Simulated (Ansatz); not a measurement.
# CH₃GaN+: single points off equilibrium

An exercise on one series of results from a longer session: the logs are not shown, and one member is left open.

Method: single points in def2-TZVPP; program: Ansatz 0.2.0, Gaussian basis.

Correlated methods freeze the cores. Filled d shells of the heavier atoms are correlated.

### The starting structure

SMILES `N=[C+][GaH2]`, 6 atoms, charge 1, spin multiplicity 1.

Atoms are counted from 1 here; the program's logs count them from 0.

Bond lengths: N1–C2 1.116 Å, N1–H4 1.004 Å, C2–Ga3 2.294 Å, Ga3–H5 1.529 Å, Ga3–H6 1.526 Å. Angles: C2–N1–H4 177.1°, N1–C2–Ga3 177.6°, C2–Ga3–H5 105.4°, C2–Ga3–H6 108.0°, H5–Ga3–H6 146.6°.

As a file:

```
N    -1.31750   -1.28790   -0.16060
C    -0.54340   -0.48970   -0.06320
Ga    1.11410    1.08370    0.13180
H    -2.03970   -1.97480   -0.27770
H     1.65190    1.28380   -1.28570
H     1.21920    1.47900    1.60170
```

The first run:

run/in.yaml reads:

```yaml
crystal:
  periodic: [false, false, false]
  atoms:
    - {symbol: N, position_ang: [-1.317500, -1.287900, -0.160600]}
    - {symbol: C, position_ang: [-0.543400, -0.489700, -0.063200]}
    - {symbol: Ga, position_ang: [1.114100, 1.083700, 0.131800]}
    - {symbol: H, position_ang: [-2.039700, -1.974800, -0.277700]}
    - {symbol: H, position_ang: [1.651900, 1.283800, -1.285700]}
    - {symbol: H, position_ang: [1.219200, 1.479000, 1.601700]}
basis:
  gaussian: {orbitals: def2-TZVPP}
total_charge: 1
correlation: {method: ccsd_t}
output: {forces: true}
```

No record of the launch command was kept for these runs.

Among the steps run: CCSD(T)/def2-TZVPP; PBE0-D4/def2-TZVPP; wB97M-V/def2-TZVPP; r2SCAN-D4/def2-TZVPP; PBE-D4/def2-TZVPP; CAM-B3LYP-D4/def2-TZVPP; BHLYP-D4/def2-TZVPP.

One table of the session follows, with a row left open; its other results are not shown here.

| method | RMS force component (eV/Å) | angle to CCSD(T) forces (°) |
| --- | --- | --- |
| CCSD(T) | 1.898 | reference |
| PBE0-D4 | 1.439 | 2.5 |
| wB97M-V | 1.413 | 1.7 |
| r2SCAN-D4 | ? | ? |
| PBE-D4 | 1.842 | 3.7 |
| CAM-B3LYP-D4 | 1.257 | 3.5 |
| BHLYP-D4 | 1.007 | 5.4 |

**Question.** Estimate the row for r2SCAN-D4.

**Answer.** RMS force component (eV/Å): 1.576; angle to CCSD(T) forces (°): 1.8. In the column «RMS force component (eV/Å)» it lies between PBE0-D4 (1.439) and PBE-D4 (1.842).
